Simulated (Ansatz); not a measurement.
# AlFH₄OSSi: up Jacob's ladder to CCSD(T)

One table from this session's results is given with a row withheld; the runs are named, their logs left out.

Computed with Ansatz 0.2.0, Gaussian basis. Level: functionals in def2-TZVPP, the program's frozen cores in correlated methods.

The runs, in order: LDA (SPW92), PBE-D4, revPBE-D4, BLYP-D4, r2SCAN-D4, B97M-V, PBE0-D4, B3LYP-D4, r2SCANh-D4, r2SCAN0-D4, HSE06-D4, BHLYP-D4, CAM-B3LYP-D4, LC-ωPBE, ωB97X-V, ωB97M-V, B2PLYP, PBE-QIDH; CCSD(T)/def2-SVP; CCSD(T)/def2-TZVPP; MP2/def2-QZVPP; extrapolation to the limit; RPA on PBE.

## The relaxed structure

An earlier PBE0-D4 in a triple-zeta def2 set relaxation fixed the geometry.

SMILES `[F][Al]([SH])[O][SiH3]`, 9 atoms, charge 0, spin multiplicity 1.

Atoms are counted from 1 here; the program's logs count them from 0.

Bond lengths: F1–Al2 1.640 Å, Al2–S3 2.159 Å, Al2–O4 1.666 Å, S3–H6 1.345 Å, O4–Si5 1.628 Å, Si5–H7 1.486 Å, Si5–H8 1.486 Å, Si5–H9 1.486 Å. Angles: F1–Al2–S3 117.5°, F1–Al2–O4 120.5°, S3–Al2–O4 122.0°, Al2–S3–H6 91.8°, Al2–O4–Si5 172.4°, O4–Si5–H7 109.8°, O4–Si5–H8 110.1°, O4–Si5–H9 109.5°, H7–Si5–H8 109.3°, H7–Si5–H9 109.1°, H8–Si5–H9 109.1°.

The first run:

in.yaml

```yaml
crystal:
  periodic: [false, false, false]
  atoms:
    - {symbol: F, position_ang: [1.013409, -2.603912, -0.865871]}
    - {symbol: Al, position_ang: [1.117844, -1.156717, -0.100973]}
    - {symbol: S, position_ang: [2.963225, -0.703123, 0.924072]}
    - {symbol: O, position_ang: [-0.163433, -0.092171, -0.126786]}
    - {symbol: Si, position_ang: [-1.521811, 0.795173, -0.262020]}
    - {symbol: H, position_ang: [2.499246, 0.495546, 1.320141]}
    - {symbol: H, position_ang: [-1.634517, 1.336987, -1.640978]}
    - {symbol: H, position_ang: [-2.711901, -0.043786, 0.033851]}
    - {symbol: H, position_ang: [-1.473562, 1.925806, 0.701465]}
basis:
  gaussian: {orbitals: def2-TZVPP}
hamiltonian: {xc: lda}
output: {orbitals: {seedname: orbitals}}
```

The run is started by

```
$ ansatz run in.yaml --threads 4 --pin off --events-out ev --progress --plain --max-ram 10444MiB
```

Steps of the session up to this table: LDA; PBE-D4 (GGA); revPBE-D4 (GGA); BLYP-D4 (GGA); r2SCAN-D4 (meta-GGA); B97M-V (meta-GGA); B3LYP-D4 (hybrid); r2SCANh-D4 (hybrid); r2SCAN0-D4 (hybrid); HSE06-D4 (hybrid); BHLYP-D4 (hybrid); CAM-B3LYP-D4 (range-separated); LC-ωPBE (range-separated); ωB97X-V (range-separated); ωB97M-V (range-separated); B2PLYP (double hybrid); PBE-QIDH (double hybrid).

One of the session's tables, all rows but one given; the rest of the session is left out.

It belongs to the step «Frontier levels by functional». 

| functional | HOMO (eV) | gap (eV) |
| --- | --- | --- |
| LDA (SPW92) | -6.99 | 4.92 |
| PBE-D4 | -6.86 | 5.06 |
| revPBE-D4 | -6.80 | 5.16 |
| BLYP-D4 | -6.67 | 4.95 |
| r2SCAN-D4 | -7.15 | 5.80 |
| B97M-V | -7.22 | 5.58 |
| PBE0-D4 | -8.09 | 7.14 |
| B3LYP-D4 | -7.81 | 6.59 |
| r2SCANh-D4 | -7.60 | 6.52 |
| r2SCAN0-D4 | -8.28 | 7.59 |
| HSE06-D4 | -7.69 | 6.37 |
| BHLYP-D4 | ? | ? |
| CAM-B3LYP-D4 | -9.39 | 9.34 |
| LC-ωPBE | -10.83 | 12.05 |
| ωB97X-V | -10.44 | 11.45 |
| ωB97M-V | -10.28 | 10.95 |

Q: Estimate the row for BHLYP-D4 from the others.

Worked estimate for «HOMO (eV)». Against the share of exact exchange, BLYP-D4 (0, -6.67), B3LYP-D4 (0.2, -7.81) give a slope of -5.70 per unit share; at 0.5 the line stands at -9.52.

The run gave: HOMO (eV): -9.14; gap (eV): 8.97. In «HOMO (eV)» the line misses by -0.38.
